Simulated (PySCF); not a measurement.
# [EuF2]+: other functionals and bases at one geometry

The task here is to estimate one member of a computed series from the others.

Method: several levels, as the steps say, no spin–orbit coupling; program: PySCF 2.14.0.

1 further run of the same task is left out (for a known fault of the program).

### The system as given

3 atoms, charge 1, spin multiplicity 1.

Bond lengths: Eu1–F2 1.960 Å, Eu1–F3 1.960 Å. Angles: F2–Eu1–F3 109.4°.

As a file:

```
atom    x (Å)   y (Å)    z (Å)
 Eu1   0.0000  0.0000  -0.3497
  F2   1.5996  0.0000   0.7823
  F3  -1.5996  0.0000   0.7823
```

Formal oxidation states: Eu +3. Each metal's 6 4f electrons lie in its core potential, so multiplicities, spins and levels count the valence alone. An earlier session relaxed this geometry at PBE0, Eu lcecp-1-SVP with ECP52, F def2-SVP (singlet, point group C2v).

At PBE0 on the finer grid: E = -234.546923 Eh, HOMO -16.08 eV, LUMO -7.92 eV, Mulliken charge on Eu1 +1.66 e, largest force component 0.016 eV/Å. 

Levels to run: CAM-B3LYP; revPBE; PBE0, TZVP. Hardware: 2 threads of Arm Neoverse V1, shared host.

Set-up of the first run:

run.py (the lines that set the calculation) reads:

```python
mol = gto.M(atom='''
Eu     0.00000     0.00000    -0.34973
F      1.59955     0.00000     0.78234
F     -1.59955     0.00000     0.78234''',
    basis={'Eu': 'lcecp-1-SVP', 'F': 'def2-SVP'},
    ecp={'Eu': 'lcecp-1-SVP'},
    charge=1, spin=0)
mf = dft.RKS(mol, xc='CAMB3LYP')
mf.grids.atom_grid = (75, 302)  # f atoms: unpruned, at least (60, 302)
mf = mf.density_fit()  # fitting sets: Eu AutoAux, F def2-universal-JKFIT
mf.conv_tol = 1e-08; mf.max_cycle = 55
mf.kernel(dm0)  # dm0: the density of the relaxed state
```

On the command line:

```console
> OMP_NUM_THREADS=2 python run.py
```

Among the steps run: CAM-B3LYP; revPBE; PBE0, TZVP.

One of the session's tables, all rows but one given; the rest of the session is left out.

```
              level  HOMO (eV)  gap (eV)  charge on Eu1 (e)  dipole (D)  largest force component (eV/Å)
PBE0 (relaxed here)     -16.08      8.16               1.66        6.37                            0.02
          CAM-B3LYP     -17.50     10.28               1.64        6.48                            0.07
             revPBE          ?         ?                  ?           ?                               ?
         PBE0, TZVP     -16.11      8.28               1.85        6.41                            0.23
```

Q: Estimate the row for revPBE from the others.

As computed: HOMO (eV): -14.12; gap (eV): 5.52; charge on Eu1 (e): 1.52; dipole (D): 5.86; largest force component (eV/Å): 0.68. In the column «HOMO (eV)» it is the highest.

The dipole of a charged species depends on the origin, so these sizes hold for this origin alone.

In one basis the HOMO–LUMO gap runs from 5.52 eV (revPBE) to 10.28 eV (CAM-B3LYP). The largest leftover force, 0.68 eV/Å with revPBE, stands at a geometry relaxed at another level. With 4f in the core, its levels are missing from HOMO and gap, and its count is fixed, so no charge can pass from the ligands into it. Total energies of different levels can't be compared.
